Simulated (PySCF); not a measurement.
# CH8AlB2N: the cost of one run

Programs: PySCF 2.14.0, with density-fitted response routines of our own. Each step states its level of theory. These are calculated values for one molecule in the gas phase, unless marked as measured. Atoms are numbered from 0 throughout.

## Step 1: Starting geometry

13 atoms, charge 0, multiplicity 1; geometry from: GFN2-xTB.

Bonds of the start (Å): B0–N1 1.43, N1–Al2 1.84, N1–B3 1.43, B3–C4 1.58, B0–H5 1.18, B0–H6 1.17, Al2–H7 1.54, Al2–H8 1.54, B3–H9 1.17, C4–H10 1.09, C4–H11 1.11, C4–H12 1.09.

## Step 2: TDDFT and polarisability: CAM-B3LYP/def2-SVPD

The job: settings as JSON, then the geometry in Å.

```
{"job": {"kind": "uv", "xc": "CAM-B3LYP", "basis": "def2-SVPD", "nstates": 8, "ntriplets": 3}, "charge": 0, "multiplicity": 1}
B      1.180024    -0.943418     1.558490
N      0.442643    -0.316406     0.511638
Al     1.333572     0.385536    -0.939859
B     -0.979912    -0.188647     0.507760
C     -1.613051     0.542784    -0.745731
H      2.355224    -0.986505     1.446532
H      0.642198    -1.399223     2.494831
H      1.867714     1.833469    -0.892132
H      1.697784    -0.524070    -2.132891
H     -1.642110    -0.600529     1.383394
H     -2.153459     1.446293    -0.467299
H     -0.816776     0.838248    -1.456449
H     -2.318239    -0.087046    -1.286013
```

With the program's defaults for keys left out, this is: TDDFT CAM-B3LYP/def2-SVPD, vertical, gas phase, core orbitals frozen in the response.

Command:

```console
$ OMP_NUM_THREADS=1 python probes_run.py task.json out
```

This one command runs all jobs of the session in turn.

Q: Estimate the wall time and peak memory of this first job on 1 thread of Arm Neoverse N1, shared host.

About 36 s, with a peak of 0.73 GiB.
